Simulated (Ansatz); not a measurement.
**GeH2ClO (SMILES [O][GeH2][Cl]) at RPA@PBE0/def2-SVPD**

Aim: the vertical electron affinity of GeH2ClO at RPA@PBE0/def2-SVPD, from 2 runs. 

Program for the calculation: Ansatz 0.2.0.

74 further runs of the same task are left out: 1 that didn't finish, 73 set aside as unsound or not needed.

## (1) The structure to begin with

GeH2ClO has 5 atoms, charge 0, and is taken as a doublet. As SMILES, `[O][GeH2][Cl]`. Geometry: relaxed at PBE0-D4/def2-TZVP.

Bond lengths: O1–Ge2 1.781 Å, Ge2–Cl3 2.144 Å, Ge2–H4 1.531 Å, Ge2–H5 1.531 Å. Angles: O1–Ge2–Cl3 110.8°, O1–Ge2–H4 106.5°, O1–Ge2–H5 106.5°, Cl3–Ge2–H4 108.2°, Cl3–Ge2–H5 108.2°, H4–Ge2–H5 116.7°.

## (2) The energy at RPA@PBE0/def2-SVPD

input.yaml

```yaml
crystal:
  periodic: [false, false, false]
  atoms:
    - {symbol: O, position_ang: [-0.272400, -0.591800, 1.625500]}
    - {symbol: Ge, position_ang: [0.123700, -0.081200, -0.034500]}
    - {symbol: Cl, position_ang: [-1.347100, 1.290100, -0.778900]}
    - {symbol: H, position_ang: [0.081000, -1.343800, -0.899000]}
    - {symbol: H, position_ang: [1.464600, 0.653000, 0.045400]}
basis:
  gaussian: {orbitals: def2-SVPD}
magnetization: {spin_polarized: true, initial_magnetization: 1}
hamiltonian: {xc: pbe0}
correlation: {method: rpa, frozen_orbitals: {Cl: 5, Ge: 9, H: 0, O: 1}}
accuracy: high
```

Command:

```console
$ ansatz run input.yaml --threads 1 --pin off --max-ram 3480MiB --events-out events.jsonl --progress --plain --runs-dir runs
```

What it wrote:

```text
Warning: RAYON_NUM_THREADS=1 ignored (pool sized by the plan → 1); use --threads N
Functional definition: PBE0
  name "PBE0"
  parameter a = 0.25
  parameter kappa = 0.804
  parameter beta = 0.06672455060314922
  exchange = (1 - a)*pbe_x(kappa = kappa, mu = beta*pi^2/3) + a*exact_x
  correlation = pbe_c(beta = beta)
1996 factors; integrals over basis functions are off by at most 4.4e-9 eV
mean field evaluation 1: about -71080.4693 eV, gradient 5.0e1 eV
mean field evaluation 2: about -71080.5223 eV, gradient 5.0e1 eV
mean field evaluation 4: about -71091.0511 eV, gradient 1.4e1 eV
mean field evaluation 8: about -71093.9641 eV, gradient 7.7e-1 eV
mean field evaluation 16: about -71093.9703 eV, gradient 1.4e-3 eV
mean field evaluation 32: about -71093.9703 eV, gradient 6.8e-6 eV
mean field evaluation 64: about -71070.4807 eV, gradient 1.5e1 eV
mean field evaluation 96: about -71093.7933 eV, gradient 6.2e0 eV
mean field -71093.97025251 eV, -2612.6552175561 hartree, gradient 3.3e-8 eV, S^2 0.754340; 4 other end points of the search recorded, 0 dependent functions left out
15 core orbitals not correlated: weight in the atoms' cores, before any rotation towards them, 1.000 or more for the frozen orbitals, at most 0.000 for the correlated occupied ones
reference -71033.07878592 eV, -2610.4174974324 hartree; 15, 14 occupied and 74, 75 virtual orbitals, 1996 factors
Total energy: -71053.67715672 eV, -2611.1744735972 hartree
```

Run time: 1.8 min. Hardware: 1 thread of Intel Xeon Platinum 8259CL at 2.50GHz (Skylake/Cascade Lake), shared host; peak memory 0.73 GiB.

## (3) The singlet anion, same level

in.yaml

```yaml
crystal:
  periodic: [false, false, false]
  atoms:
    - symbol: O
      position_ang: [-0.272400, -0.591800, 1.625500]
    - symbol: Ge
      position_ang: [0.123700, -0.081200, -0.034500]
    - symbol: Cl
      position_ang: [-1.347100, 1.290100, -0.778900]
    - symbol: H
      position_ang: [0.081000, -1.343800, -0.899000]
    - symbol: H
      position_ang: [1.464600, 0.653000, 0.045400]
basis:
  gaussian:
    orbitals: def2-SVPD
total_charge: -1
hamiltonian:
  xc: pbe0
correlation:
  method: rpa
  frozen_orbitals: {Cl: 5, Ge: 9, H: 0, O: 1}
accuracy: high
```

Command:

```console
$ ansatz run in.yaml --threads 1 --pin off --max-ram 3480MiB --events-out events.jsonl --progress --plain --runs-dir runs
```

What it wrote, shortened:

```text
Warning: RAYON_NUM_THREADS=1 ignored (pool sized by the plan → 1); use --threads N
Functional definition: PBE0
  name "PBE0"
[...]
1996 factors; integrals over basis functions are off by at most 4.1e-9 eV
[...]
mean field -71096.79640437 eV, -2612.7590767211 hartree, gradient 3.4e-8 eV, S^2 0.000000; 0 other end points of the search recorded, 0 dependent functions left out
15 core orbitals not correlated: weight in the atoms' cores, before any rotation towards them, 1.000 or more for the frozen orbitals, at most 0.000 for the correlated occupied ones
reference -71034.09470517 eV, -2610.4548317761 hartree; 15, 15 occupied and 74, 74 virtual orbitals, 1996 factors
Total energy: -71056.60009548 eV, -2611.2818896153 hartree
```

Run time: 29 s. Hardware: 1 thread of Intel Xeon Platinum 8259CL at 2.50GHz (Skylake/Cascade Lake), shared host; peak memory 0.38 GiB.

## (4) What came out

At RPA@PBE0/def2-SVPD, 15 core orbitals frozen:

| quantity | value |
| --- | --- |
| doublet GeH2ClO: total energy | -2611.17447 Eh |
| doublet GeH2ClO: RPA correlation energy (valence) | -757.0 mEh |
| doublet GeH2ClO: ⟨S²⟩ of the reference determinant | 0.754 |
| singlet anion: total energy | -2611.28189 Eh |
| singlet anion: RPA correlation energy (valence) | -827.1 mEh |
| vertical electron affinity (to the singlet anion) | 2.923 eV |

At fixed nuclei the extra electron is bound by 2.92 eV (282 kJ/mol).
